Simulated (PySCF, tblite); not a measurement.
# ClH₉NOSi₄ radical: geometry, infrared bands and EPR parameters

Aim: predict the infrared bands and EPR parameters of ClH₉NOSi₄ radical (`[SiH2]O[Si@@H](Cl)N([SiH3])[SiH3]`).

Programs: tblite 0.8.0 and PySCF 2.14.0, with density-fitted response routines of our own. Each step states its level of theory. These are calculated values for one molecule in the gas phase, unless marked as measured. Atoms are numbered from 0 throughout.

### Step 1. Starting geometry

16 atoms, charge 0, multiplicity 2; geometry from: force field or distance geometry start.

Bonds of the start (Å): Si0–O1 1.72, O1–Si2 1.72, Si2–Cl3 2.08, Si2–N4 1.81, N4–Si5 1.80, N4–Si6 1.79, Si0–H7 1.46, Si0–H8 1.47, Si2–H9 1.47, Si5–H10 1.47, Si5–H11 1.46, Si5–H12 1.46, Si6–H13 1.48, Si6–H14 1.47, Si6–H15 1.47.

### Step 2. Relaxing the molecule with GFN2-xTB

Job settings and geometry (Å):

```
{"job": {"kind": "relax", "xc": "GFN2-xTB", "basis": "xTB"}, "charge": 0, "multiplicity": 2}
Si     3.410200     0.415400    -0.076400
O      1.730500     0.801600    -0.047600
Si     0.756700    -0.594500     0.195300
Cl     1.663900    -1.928000     1.512900
N     -0.837600    -0.029800     0.840800
Si    -2.099400    -1.225300     0.379000
Si    -1.335300     1.525100     0.103400
H      3.705200    -0.654500     0.869500
H      4.211200     1.595600     0.272400
H      0.548500    -1.257900    -1.099500
H     -2.702400    -0.765100    -0.881000
H     -3.094000    -1.324300     1.444700
H     -1.442200    -2.502900     0.095600
H     -2.355800     1.256500    -0.933300
H     -0.210500     2.260500    -0.499800
H     -1.956600     2.436600     1.079800
```

Launch:

```bash
> OMP_NUM_THREADS=1 python probes_run.py task.json out
```

This one command runs all jobs of the session in turn.

**Question.** This job is followed by: GFN2-xTB harmonic vibrations, gas phase; UKS B3LYP, pcH-1 on Cl H N O Si, non-relativistic, mean-field spin-orbit, GIAO. Predict these results of the whole session: strongest single infrared mode (GFN2-xTB); zero-point energy (GFN2-xTB); g(iso) (B3LYP); ⟨S²⟩; largest a(iso) (averaged by class); potential on the surface of density 0.002 e/bohr³, 1st and 99th percentile.

**Answer**, as computed:

| quantity | value |
| --- | --- |
| strongest single infrared mode (GFN2-xTB) | 796 cm⁻¹, 739 km/mol |
| zero-point energy (GFN2-xTB) | 52.9 kcal/mol |
| g(iso) (B3LYP) | 2.00271 |
| ⟨S²⟩ | 0.751 (exact 0.75) |
| largest a(iso) (averaged by class) | 29Si on Si0, -590.2 MHz |
| potential on the surface of density 0.002 e/bohr³, 1st and 99th percentile | -0.45 V and 1.44 V |

**Reading.** Over 156 steps the energy fell by 1.530 eV; of the close pairs, O1–Si2 changed most, 1.719 to 1.604 Å. All 42 modes are real, so the xTB geometry is a minimum. The strongest single mode, at 796 cm⁻¹, is spread over several atoms, H12, H11, H13, H15 among them. Unscaled tight-binding wavenumbers are off by several per cent, some by more. Its intensities can rank the bands wrongly. Si0 carries the largest spin population, 0.88 e. The isotropic g lies 0.4 ppt above the free-electron value. These values are for one conformer; the search (at its own cheap level) found 2 more, at 0.13, 0.33 kcal/mol, and measured spectra average over such forms.
